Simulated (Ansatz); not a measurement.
# Cl3H3HfOSi: from a rough start to a minimum

The task is to find a stationary geometry of Cl3H3HfOSi, check the end point by its vibrations and derive ideal-gas thermochemistry, and look at its orbitals and charge.

The runs use Ansatz 0.2.0, Gaussian basis; RKS PBE0-D4/def2-TZVP.

The runs, in order: relaxation at PBE0-D4/def2-TZVP; harmonic vibrations at the same level; a single point in def2-TZVPP for the fields.

## (1) The starting structure

SMILES `[SiH3][O][Hf]([Cl])([Cl])[Cl]`, 9 atoms, charge 0, spin multiplicity 1.

Atoms are counted from 1 here; the program's logs count them from 0.

Bond lengths: Si1–O2 1.626 Å, Si1–H7 1.473 Å, Si1–H8 1.460 Å, Si1–H9 1.477 Å, O2–Hf3 1.855 Å, Hf3–Cl4 2.254 Å, Hf3–Cl5 2.247 Å, Hf3–Cl6 2.246 Å. Angles: O2–Si1–H7 108.2°, O2–Si1–H8 104.7°, O2–Si1–H9 108.0°, H7–Si1–H8 112.1°, H7–Si1–H9 111.0°, H8–Si1–H9 112.3°, Si1–O2–Hf3 125.2°, O2–Hf3–Cl4 122.9°, O2–Hf3–Cl5 107.3°, O2–Hf3–Cl6 106.3°, Cl4–Hf3–Cl5 106.1°, Cl4–Hf3–Cl6 106.8°, Cl5–Hf3–Cl6 106.4°.

Coordinates:

```tsv
atom	x (Å)	y (Å)	z (Å)
Si1	-1.07326	-0.54261	-1.12030
O2	0.08144	-0.96468	-0.05611
Hf3	1.01812	0.21340	1.02883
Cl4	2.50585	-0.46795	2.57886
Cl5	2.12611	1.62642	-0.32184
Cl6	-0.52420	1.44241	2.10362
H7	-2.23442	-0.04029	-0.36579
H8	-1.37831	-1.77238	-1.84472
H9	-0.52134	0.50568	-2.00255
```

The start is a GFN2-xTB geometry. Hf takes the def2 core potential; no spin-orbit term is included.

## (2) Relaxation at PBE0-D4/def2-TZVP

File in.yaml:

```yaml
crystal:
  periodic: [false, false, false]
  atoms:
    - {symbol: Si, position_ang: [-1.073260, -0.542610, -1.120300]}
    - {symbol: O, position_ang: [0.081440, -0.964680, -0.056110]}
    - {symbol: Hf, position_ang: [1.018120, 0.213400, 1.028830]}
    - {symbol: Cl, position_ang: [2.505850, -0.467950, 2.578860]}
    - {symbol: Cl, position_ang: [2.126110, 1.626420, -0.321840]}
    - {symbol: Cl, position_ang: [-0.524200, 1.442410, 2.103620]}
    - {symbol: H, position_ang: [-2.234420, -0.040290, -0.365790]}
    - {symbol: H, position_ang: [-1.378310, -1.772380, -1.844720]}
    - {symbol: H, position_ang: [-0.521340, 0.505680, -2.002550]}
basis:
  gaussian: {orbitals: def2-TZVP}
hamiltonian: {xc: pbe0, dispersion: d4}
relax: {f_tol: 0.005, max_steps: 150}
```

On the command line:

```sh
ansatz run in.yaml --threads 2 --pin off --events-out ev --progress --plain --max-ram 32768MiB --backend cuda --devices 0, --max-vram 18GiB
```

Further steps of the session: Vibrations by finite differences; A single point for the fields.

**Question.** What will the summary of the whole plan be? Wanted: point group; shift from the start; total energy; dispersion term; dipole moment; lowest, highest wavenumber; HOMO, LUMO.

**Answer**, as computed:

```
                  quantity            value
               point group               C3
                     steps               14
shift from the start (rms)          0.726 Å
              total energy   -48842.3982 eV
           dispersion term         -250 meV
             dipole moment           1.93 D
lowest, highest wavenumber    12, 2247 cm⁻¹
                HOMO, LUMO  -9.39, -1.53 eV
```

In words: The atoms moved 0.73 Å (rms) from the start; the bond that changed most is Hf3–Cl6, from 2.246 to 2.335 Å. No mode is imaginary: a true minimum at this level. The stiffest mode, 2247 cm⁻¹, is an Si–H stretch. Harmonic hybrid wavenumbers usually lie a few per cent above measured fundamentals. The largest Mulliken charge, +1.32 e, sits on Hf3. The HOMO lies mostly on Cl5 25 %; O2 22 % and the LUMO on Hf3 65 %; Cl4 13 %.
